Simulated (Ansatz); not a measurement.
# Zr3Ti2N5: the cost of one run

Computed with Ansatz 0.2.0 (DFT PBE, scalar-relativistic, plane waves, PAW, unless a step's input says otherwise).

1 further run of the same task is left out (set aside as unsound or not needed).

## (1) The system as given

Symmetry: R-3m, No. 166, trigonal system. Conventional cell: a = 3.159 Å, b = 3.159 Å, c = 38.603 Å, α = 90.00°, β = 90.00°, γ = 120.00°. Zr (site symmetry 3m) has 6 N at 2.27 Å as nearest neighbours. Around Zr (site symmetry -3m) lie 6 N at 2.28 Å. Ti (site symmetry 3m) has 6 N at 2.17 to 2.18 Å as nearest neighbours. N (site symmetry 3m) is surrounded by 3 Ti at 2.18 Å and 3 Zr at 2.27 Å. N (site symmetry -3m) has 6 Ti at 2.17 Å as nearest neighbours. N (site symmetry 3m) has 6 Zr at 2.27 to 2.28 Å as nearest neighbours.

As a file:

```cif
data_structure
_symmetry_space_group_name_H-M 'P 1'
_symmetry_Int_Tables_number 1
_cell_length_a 12.9964
_cell_length_b 12.9964
_cell_length_c 12.9964
_cell_angle_alpha 13.963
_cell_angle_beta 13.963
_cell_angle_gamma 13.963
_cell_volume 111.23
loop_
_atom_site_label
_atom_site_type_symbol
_atom_site_fract_x
_atom_site_fract_y
_atom_site_fract_z
_atom_site_occupancy
Zr1 Zr 0.09643 0.09643 0.09643 1
Zr2 Zr 0.90357 0.90357 0.90357 1
Zr3 Zr 0.50000 0.50000 0.50000 1
Ti1 Ti 0.69713 0.69713 0.69713 1
Ti2 Ti 0.30287 0.30287 0.30287 1
N1 N 0.39477 0.39477 0.39477 1
N2 N 0.00000 0.00000 0.00000 1
N3 N 0.60523 0.60523 0.60523 1
N4 N 0.20199 0.20199 0.20199 1
N5 N 0.79801 0.79801 0.79801 1
```

It is the end of an earlier relaxation with the same method, from a generated guess; it is a trial structure. At a tolerance of 0.05 Å it has space group R-3m (No. 166); it has 11.12 Å³/atom, an uncorrected energy of -1.68 eV/atom over the elements.

## (2) Bands, states and charges

Contents of input.yaml:

```yaml
crystal:
  lattice:
    - [1.5796884677, 0.9120335621, 12.8677097722]
    - [-1.5796884677, 0.9120335621, 12.8677097722]
    - [0.0, -1.8240671241, 12.8677097722]
  atoms:
    - { symbol: Zr, position: [0.096427056, 0.096427056, 0.096427056] }
    - { symbol: Zr, position: [0.903572944, 0.903572944, 0.903572944] }
    - { symbol: Zr, position: [0.5, 0.5, 0.5] }
    - { symbol: Ti, position: [0.6971346549, 0.6971346549, 0.6971346549] }
    - { symbol: Ti, position: [0.3028653451, 0.3028653451, 0.3028653451] }
    - { symbol: "N", position: [0.3947722739, 0.3947722739, 0.3947722739] }
    - { symbol: "N", position: [0.0, 0.0, 0.0] }
    - { symbol: "N", position: [0.6052277261, 0.6052277261, 0.6052277261] }
    - { symbol: "N", position: [0.2019923787, 0.2019923787, 0.2019923787] }
    - { symbol: "N", position: [0.7980076213, 0.7980076213, 0.7980076213] }
basis:
  ecutwfc: 420
kpoints:
  mp_grid: { grid: [12, 12, 12] }
  band_path:
    path:
      - [[0.0, 0.0, 0.0], [0.5, 0.5, 0.5], [0.82998424, 0.17001576, 0.5]]
      - [[0.5, -0.17001576, 0.17001576], [0.5, 0.0, 0.0], [0.0, 0.0, 0.0], [0.33500788, -0.33500788, 0.0]]
      - [[0.66499212, 0.0, 0.33500788], [0.5, 0.0, 0.5], [0.0, 0.0, 0.0]]
    npoints: 14
hamiltonian:
  xc: pbe
scf:
  occupations: { method: gaussian, width: 0.1 }
  n_extra_bands: 25
output:
  forces: true
  stress: true
  eigenvalues: true
  populations: true
  dos: { projected: true, de: 0.02, nscf_kmesh: { grid: [15, 15, 15] } }
  bader: true
  write_density: true
  write_potential: true
  elf: true
  volumetric_format: npy
```

Started as:

```bash
ansatz run input.yaml --threads 4 --pin off --max-ram 8192MiB --backend cpu --events-out ev --progress --plain --runs-dir out
```

What time and memory should one allow on 4 threads of Arm Neoverse V1, shared host?

About 80 s, with a peak of 1.8 GiB.
